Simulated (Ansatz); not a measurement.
Wanted: the native input for an Ansatz 0.2.0 run.

```yaml
Task: single point
Functional: PBE
Potentials_or_basis: PseudoDojo standard (PBE files)
Cutoff: 1333 eV
Density_cutoff: 5333 eV
k_mesh: 7 × 7 × 5
Occupations: fermi-dirac, width 0.05 eV
Spin: collinear spin, ferromagnetic start
Starting_moments: "[1.0, 1.0, 0.0, 0.6, 0.0] μB"
```

NiMoIrPdW:

```
Ni Mo Pd Ir W
1.0
     4.14670    0.00000    0.00000
    -2.07335    3.59115    0.00000
     0.00000    0.00000    5.41629
Ni Mo Pd Ir W
1 1 1 1 1
Direct
  0.00000 0.00000 0.02221
  0.66667 0.33333 0.45996
  0.33333 0.66667 0.74601
  0.33333 0.66667 0.25641
  0.66667 0.33333 0.99985
```

The cell was built by a generator and needn't be a form met in nature.

These files were run (other wordings do the same):

input.yaml

```yaml
crystal:
  lattice:
    - [4.1467, 0.0, 0.0]
    - [-2.07335, 3.59115, 0.0]
    - [0.0, 0.0, 5.41629]
  atoms:
    - { symbol: Ni, position: [0.0, 0.0, 0.02221], spin: 1.0 }
    - { symbol: Mo, position: [0.66667, 0.33333, 0.45996], spin: 1.0 }
    - { symbol: Pd, position: [0.33333, 0.66667, 0.74601] }
    - { symbol: Ir, position: [0.33333, 0.66667, 0.25641], spin: 0.6 }
    - { symbol: W, position: [0.66667, 0.33333, 0.99985] }
hamiltonian:
  xc: pbe
  pseudopotentials: { kind: nc, accuracy: standard }
magnetization:
  spin_polarized: true
kpoints:
  mp_grid: { grid: [7, 7, 5] }
scf:
  occupations: { method: fermi_dirac, width: 0.05 }
output:
  forces: true
  stress: true
  eigenvalues: true
```

Potentials or basis: PseudoDojo standard (PBE files).

The run is started by

```bash
$ ansatz run input.yaml --threads 8 --pin off --max-ram 20480MiB --backend cpu --events-out ev --progress --plain --runs-dir out
```

Results of the run:

```yaml
Pressure: 0.0 GPa
Largest_force: 0.165 eV/Å
Band_gap_on_the_k_mesh: none (metal or under the smearing width)
Net_moment: 0.00 μB per cell
Absolute_moment: 0.00 μB per cell
```

Caveat: the starting moments weren't kept.

Run time: 41 s on 8 threads of AMD EPYC 7R43 64-Core Processor (Zen 3) (shared host), peak memory 1.7 GiB.
